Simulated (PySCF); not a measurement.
# GaF: from the state search to spectroscopic constants

What are the lowest state that PBE0 finds, the bond length, vibrational wavenumber and bond energy of GaF, and how much do these hang on the method?

Method: Ga def2-SVP, F def2-SVP, no relativity; program: PySCF 2.14.0.

### Step 1. Input

The job is set up so:

| Item | Value |
| --- | --- |
| atoms | Ga, F |
| charge | 0 |
| basis | Ga def2-SVP, F def2-SVP |
| Hamiltonian | no relativity |
| basis functions | 46 |
| electrons treated | 40 |
| masses in u | 68.9256, 18.9984 |
| levels | PBE0, PBE, r²SCAN, MN15, BHandHLYP, B2PLYP, HSE06, HF, MP2, SCS-MP2, CCSD, CCSD(T) |
| grid | 80 radial by 434 angular points |
| occupations | held fixed by the projection of orbital angular momentum |
| dissociation limit | Ga + F, each in its ground configuration |
| starting distance in angstrom | 1.820 |
| values of 2S to try | 0, 2 |

The run is started by

```console
> OMP_NUM_THREADS=1 python dia.py task.json out
```

The runs that follow: First curve: PBE0; Excited determinants; PBE (GGA); r²SCAN; MN15; BHandHLYP; B2PLYP (double hybrid); HSE06; RHF (mean field); MP2 and coupled cluster.

Q: Predict the outcome of this session. Wanted: for each run, Re; ωe; De; μ.

As calculated:

Lowest PBE0 solution found, without spin–orbit coupling: ¹Σ⁺ (singlet), closed shell. State 2 has its PBE0 minimum 3.86 eV higher. The other levels ran on the lowest alone.

| level | Re (Å) | ωe (cm⁻¹) | De (eV) | μ (D) |
| --- | --- | --- | --- | --- |
| RHF | 1.768 | 677 | 4.17 | -2.04 |
| RHF-MP2 | 1.774 | 676 | 6.01 | n/a |
| RHF-SCS-MP2 | 1.777 | 671 | 5.84 | n/a |
| RHF-CCSD | 1.776 | 672 | 5.62 | n/a |
| RHF-CCSD(T) | 1.778 | 668 | 5.70 | n/a |
| PBE | 1.798 | 632 | 6.32 | -1.74 |
| r²SCAN | 1.777 | 660 | 6.09 | -1.74 |
| PBE0 | 1.779 | 658 | 5.93 | -1.88 |
| HSE06 | 1.779 | 658 | 5.94 | -1.90 |
| MN15 | 1.770 | 676 | 6.13 | -1.74 |
| BHandHLYP | 1.769 | 673 | 5.60 | -2.03 |
| B2PLYP | 1.781 | 659 | 5.97 | -2.07 |

De is counted to Ga + F in their ground configurations. A positive dipole means Ga(−)F(+).

Differences from CCSD(T) in the same basis:

| level | Re (mÅ) | ωe (%) |
| --- | --- | --- |
| RHF | -10 | +1.2 |
| RHF-MP2 | -4 | +1.1 |
| RHF-SCS-MP2 | -1 | +0.5 |
| RHF-CCSD | -2 | +0.6 |
| PBE | +20 | -5.3 |
| r²SCAN | -1 | -1.2 |
| PBE0 | +1 | -1.5 |
| HSE06 | +1 | -1.5 |
| MN15 | -8 | +1.2 |
| BHandHLYP | -8 | +0.8 |
| B2PLYP | +3 | -1.3 |

What this shows: Judged by CCSD(T) in the same basis: best bond length RHF-SCS-MP2 and r²SCAN and PBE0 (1 mÅ off), worst PBE (+20 mÅ); best wavenumber RHF-SCS-MP2 (+0.5 %), worst PBE (-5.3 %). Hartree–Fock makes the bond too short and too stiff against this reference, as it mostly does. PBE gives a bond that is too long and too soft, as GGAs tend to. CCSD(T) in a basis this small is itself some way from its limit, more so than the functionals. Of the levels with a De here, RHF gives the least (4.17 eV) and PBE the most (6.32 eV).

Correlated steps freeze 10 core orbitals. B2PLYP dipoles, levels and charges come from its SCF part alone.
